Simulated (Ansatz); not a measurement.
# C2H3BO: how energies converge with the basis set

The task here is to estimate one member of a computed series from the others.

Program: Ansatz 0.2.0, Gaussian basis. Level of theory: one geometry, several basis sets. These are calculated values, not measurements.

The runs, in order: PBE0-D4/def2-SVP; ωB97M-V/def2-SVP; PBE0-D4/def2-QZVPP; ωB97M-V/def2-QZVPP; the functionals' def2-TZVPP values are taken from earlier runs.

### Structure used throughout

The geometry comes from an earlier relaxation with PBE0-D4 in a triple-zeta def2 set; it is a stationary point, not always the lowest conformer.

SMILES `OC1=CB1`, 7 atoms, charge 0, spin multiplicity 1.

Atoms are counted from 1 here; the program's logs count them from 0.

Bond lengths: O1–C2 1.325 Å, O1–H5 0.963 Å, C2–C3 1.346 Å, C2–B4 1.470 Å, C3–B4 1.469 Å, C3–H6 1.081 Å, B4–H7 1.183 Å. Angles: C2–O1–H5 108.8°, O1–C2–C3 138.0°, O1–C2–B4 159.3°, C3–C2–B4 62.7°, C2–C3–B4 62.8°, C2–C3–H6 141.1°, B4–C3–H6 156.1°, C2–B4–C3 54.5°, C2–B4–H7 153.9°, C3–B4–H7 151.6°.

Set-up of the first run:

Contents of in.yaml:

```yaml
crystal:
  periodic: [false, false, false]
  atoms:
    - {symbol: O, position_ang: [-1.688924, 0.266273, 0.038773]}
    - {symbol: C, position_ang: [-0.381752, 0.055752, -0.001555]}
    - {symbol: C, position_ang: [0.582144, -0.407391, 0.815067]}
    - {symbol: B, position_ang: [0.988273, 0.013056, -0.532964]}
    - {symbol: H, position_ang: [-1.971978, 0.623607, -0.809438]}
    - {symbol: H, position_ang: [0.724067, -0.795103, 1.813584]}
    - {symbol: H, position_ang: [1.809372, 0.175806, -1.369167]}
basis:
  gaussian: {orbitals: def2-SVP}
hamiltonian: {xc: pbe0, dispersion: d4}
output: {orbitals: {seedname: orbitals}}
```

The run is started by

```sh
$ ansatz run in.yaml --threads 2 --pin off --events-out ev --progress --plain --max-ram 4352MiB
```

Steps of the session up to this table: PBE0-D4 in def2-SVP; ωB97M-V in def2-SVP; PBE0-D4 in def2-QZVPP; ωB97M-V in def2-QZVPP.

One table of the session follows, with a row left open; its other results are not shown here.

It belongs to the step «Density functionals: the series». 

```
functional       basis  HOMO (eV)  LUMO (eV)
   PBE0-D4    def2-SVP      -7.97       0.46
   PBE0-D4  def2-TZVPP          ?          ?
   PBE0-D4  def2-QZVPP      -8.06       0.13
   ωB97M-V    def2-SVP     -10.25       2.60
   ωB97M-V  def2-TZVPP     -10.34       1.92
   ωB97M-V  def2-QZVPP     -10.36       1.39
```

Q: Estimate the row for PBE0-D4, def2-TZVPP from the others.

As computed: HOMO (eV): -8.04; LUMO (eV): 0.22. In the column «HOMO (eV)» it lies between PBE0-D4, def2-QZVPP (-8.06) and PBE0-D4, def2-SVP (-7.97).
